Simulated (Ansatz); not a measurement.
# Li16H: the cost of one run

Program: Ansatz 0.2.0. Level of theory: DFT PBE, plane waves, PAW, scalar-relativistic, no spin polarisation. These are calculated values, not measurements.

1 further run of the same task is left out (it didn't finish).

## (1) The starting structure

The cell holds 17 atoms (HLi16): a = 6.980 Å, b = 6.980 Å, c = 6.980 Å, α = 90.00°, β = 90.00°, γ = 90.00°.

Its coordinates follow in the input file.

## (2) End point A

Input file input.yaml:

```yaml
crystal:
  lattice:
    - [6.98, 0.0, 0.0]
    - [0.0, 6.98, 0.0]
    - [0.0, 0.0, 6.98]
  atoms:
    - { symbol: Li, position: [0.0, 0.0, 0.0] }
    - { symbol: Li, position: [0.5, 0.0, 0.0] }
    - { symbol: Li, position: [0.0, 0.5, 0.0] }
    - { symbol: Li, position: [0.0, 0.0, 0.5] }
    - { symbol: Li, position: [0.25, 0.25, 0.25] }
    - { symbol: Li, position: [0.5, 0.5, 0.0] }
    - { symbol: Li, position: [0.5, 0.0, 0.5] }
    - { symbol: Li, position: [0.75, 0.25, 0.25] }
    - { symbol: Li, position: [0.0, 0.5, 0.5] }
    - { symbol: Li, position: [0.25, 0.75, 0.25] }
    - { symbol: Li, position: [0.25, 0.25, 0.75] }
    - { symbol: Li, position: [0.5, 0.5, 0.5] }
    - { symbol: Li, position: [0.75, 0.75, 0.25] }
    - { symbol: Li, position: [0.75, 0.25, 0.75] }
    - { symbol: Li, position: [0.25, 0.75, 0.75] }
    - { symbol: Li, position: [0.75, 0.75, 0.75] }
    - { symbol: H, position: [0.1256225, 0.2383818, 0.0058165] }
basis:
  ecutwfc: 420.0
kpoints:
  mp_grid: { grid: [3, 3, 3] }
hamiltonian:
  xc: pbe
scf:
  occupations: { method: gaussian, width: 0.1 }
  lower_state_search: "off"
relax:
  f_tol: 0.03
  max_steps: 60
  adjacent_minimum: "off"
```

Command:

```bash
$ ansatz run input.yaml --threads 2 --pin off --max-ram 5120MiB --backend cpu --events-out ev --progress --plain --runs-dir out
```

**Question.** How long does this run take on 2 threads of Arm Neoverse V1, shared host, and how much memory does it need?

About 40 s, with a peak of 0.53 GiB.
